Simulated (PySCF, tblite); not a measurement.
# C5H12AlFS2: geometry, infrared bands and NMR shifts

Aim: predict the infrared bands and NMR shifts of C5H12AlFS2 (`C[S+](C)[AlH2-][C@@H]1C[C@@H](F)S1`).

Computed with tblite 0.8.0 and PySCF 2.14.0, with density-fitted response routines of our own, on a single molecule in the gas phase. Atoms are numbered from 0 throughout.

**1. The molecule as given**

21 atoms, charge 0, multiplicity 1; geometry from: force field or distance geometry start.

Bonds of the start (Å): C0–S1 1.77, S1–C2 1.77, S1–Al3 2.23, Al3–C4 1.97, C4–C5 1.52, C5–C6 1.53, C6–F7 1.37, C6–S8 1.83, S8–C4 1.83, C0–H9 1.09, C0–H10 1.11, C0–H11 1.11, C2–H12 1.12, C2–H13 1.11, C2–H14 1.12, Al3–H15 1.60, Al3–H16 1.61, C4–H17 1.11, C5–H18 1.12, C5–H19 1.09, C6–H20 1.09.

**2. Relaxing the molecule with GFN2-xTB**

Job settings and geometry (Å):

```
{"job": {"kind": "relax", "xc": "GFN2-xTB", "basis": "xTB"}, "charge": 0, "multiplicity": 1}
C     -2.819400    -1.418300    -0.242300
S     -1.752800    -0.012900    -0.300700
C     -2.602800     1.518800    -0.027200
Al    -0.065300    -0.252500     1.129600
C      1.604800     0.400000     0.312800
C      2.444900    -0.647100    -0.402100
C      3.611600     0.333300    -0.255800
F      3.461300     1.455000    -1.035600
S      3.016700     0.597900     1.452300
H     -2.818200    -1.882500    -1.233700
H     -2.458700    -2.136600     0.522800
H     -3.853800    -1.115700     0.038600
H     -3.469600     1.614200    -0.726400
H     -3.042600     1.589000     0.986400
H     -1.854000     2.335700    -0.185500
H      0.126600    -1.781400     1.551500
H     -0.337100     0.661200     2.429000
H      1.426500     1.281800    -0.338800
H      2.580600    -1.556800     0.239600
H      2.182900    -0.854300    -1.435100
H      4.609400    -0.111700    -0.325400
```

Command:

```console
$ OMP_NUM_THREADS=1 python probes_run.py task.json out
```

This one command runs all jobs of the session in turn.

**Question.** This job is followed by: GFN2-xTB harmonic vibrations, gas phase; GIAO PBE0/pcSseg-1 NMR shielding, non-relativistic, gas phase. What will the session give for the following? strongest single infrared mode (GFN2-xTB); zero-point energy (GFN2-xTB); ¹³C shifts against TMS (PBE0/pcSseg-1); ¹H shifts against TMS (PBE0/pcSseg-1, means over atoms taken as alike); ³³S shifts against CS2 (PBE0/pcSseg-1); ²⁷Al shifts against AlH4- (PBE0/pcSseg-1); ¹⁹F shifts against CFCl3 (PBE0/pcSseg-1).

As calculated:

```
                                                              quantity                                               value
                             strongest single infrared mode (GFN2-xTB)                                781 cm⁻¹, 411 km/mol
                                          zero-point energy (GFN2-xTB)                                       95.5 kcal/mol
                                ¹³C shifts against TMS (PBE0/pcSseg-1)                   101.9, 40.7, 27.0, 23.2, 17.8 ppm
¹H shifts against TMS (PBE0/pcSseg-1, means over atoms taken as alike)  6.00, 3.78, 3.53, 3.51, 2.86, 2.55, 2.36, 2.27 ppm
                                ³³S shifts against CS2 (PBE0/pcSseg-1)                                        15, -126 ppm
                             ²⁷Al shifts against AlH4- (PBE0/pcSseg-1)                                             6.9 ppm
                              ¹⁹F shifts against CFCl3 (PBE0/pcSseg-1)                                          -152.3 ppm
```

What this shows: Over 189 steps the energy fell by 2.178 eV; of the close pairs, Al3–S8 changed most, 3.213 to 2.444 Å. All 57 modes are real, so the xTB geometry is a minimum. The strongest single mode, at 781 cm⁻¹, moves mainly H16 and H15. Unscaled tight-binding wavenumbers are off by several per cent, some by more. Its intensities can rank the bands wrongly. H20 (hydrogen on an sp3 CH bonded to F and S) lies farthest downfield among hydrogen, at 6.00 ppm; its carbon carries F, an electronegative neighbour. At PBE0/pcSseg-1: Shielding is most anisotropic at S8 (span 553 ppm, paramagnetic term -567 ppm).
